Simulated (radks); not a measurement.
**Polarisabilities and dispersion coefficients of Kr, Rb⁺, Sr²⁺ and others**

The task here is to estimate one member of a computed series from the others.

Program: radks (a radial shooting solver on a logarithmic mesh, Libxc functionals) version 1. Level of theory: non-relativistic Kohn-Sham, LDA (Slater exchange, VWN5 correlation), spin-polarised, spherical densities, point nucleus. These are calculated values, not measurements, unless marked.

### What is computed

| Quantity | Value |
| --- | --- |
| species | Kr ([Kr]), Rb⁺ ([Kr]), Sr²⁺ ([Kr]), Zr⁴⁺ ([Kr]), Nb⁵⁺ ([Kr]), Mo⁶⁺ ([Kr]), Tc⁷⁺ ([Kr]), Ru⁸⁺ ([Kr]) |

The first run:

Settings of this run:

```text
Z 36
configuration [Kr]
relativity non-relativistic
functional lda,vwn5
spin polarised
nucleus point
response adiabatic LDA kernel
```

Among the steps run: Kr, [Kr]; Rb⁺, [Kr]; Sr²⁺, [Kr]; Zr⁴⁺, [Kr]; Nb⁵⁺, [Kr]; Mo⁶⁺, [Kr]; Tc⁷⁺, [Kr]; Ru⁸⁺, [Kr].

One table of the session follows, with a row left open; its other results are not shown here.

| species | −ε(HOMO) (eV) | α (bohr³) | α uncoupled (bohr³) | C6 (hartree bohr⁶) | C8 (hartree bohr⁸) |
| --- | --- | --- | --- | --- | --- |
| Kr | 9.424 | 18.03 | 27.76 | 140.7 | 4607 |
| Rb⁺ | 21.792 | 9.511 | 14.98 | 57.99 | 1314 |
| Sr²⁺ | 36.593 | 5.996 | 9.539 | 29.91 | 520.4 |
| Zr⁴⁺ | 72.665 | 3.044 | 4.878 | 10.99 | 129.1 |
| Nb⁵⁺ | ? | ? | ? | ? | ? |
| Mo⁶⁺ | 116.70 | 1.831 | 2.936 | 5.093 | 44.24 |
| Tc⁷⁺ | 141.57 | 1.475 | 2.363 | 3.657 | 27.89 |
| Ru⁸⁺ | 168.29 | 1.210 | 1.937 | 2.696 | 18.24 |

Q: Estimate the row for Nb⁵⁺ from the others.

**Answer.** −ε(HOMO) (eV): 93.721; α (bohr³): 2.326; α uncoupled (bohr³): 3.730; C6 (hartree bohr⁶): 7.327; C8 (hartree bohr⁸): 73.43. In the column «−ε(HOMO) (eV)» it lies between Zr⁴⁺ (72.665) and Mo⁶⁺ (116.70).

Uncoupled leaves out the potential induced by the response; C8 is given only where no p, d or f shell is open.
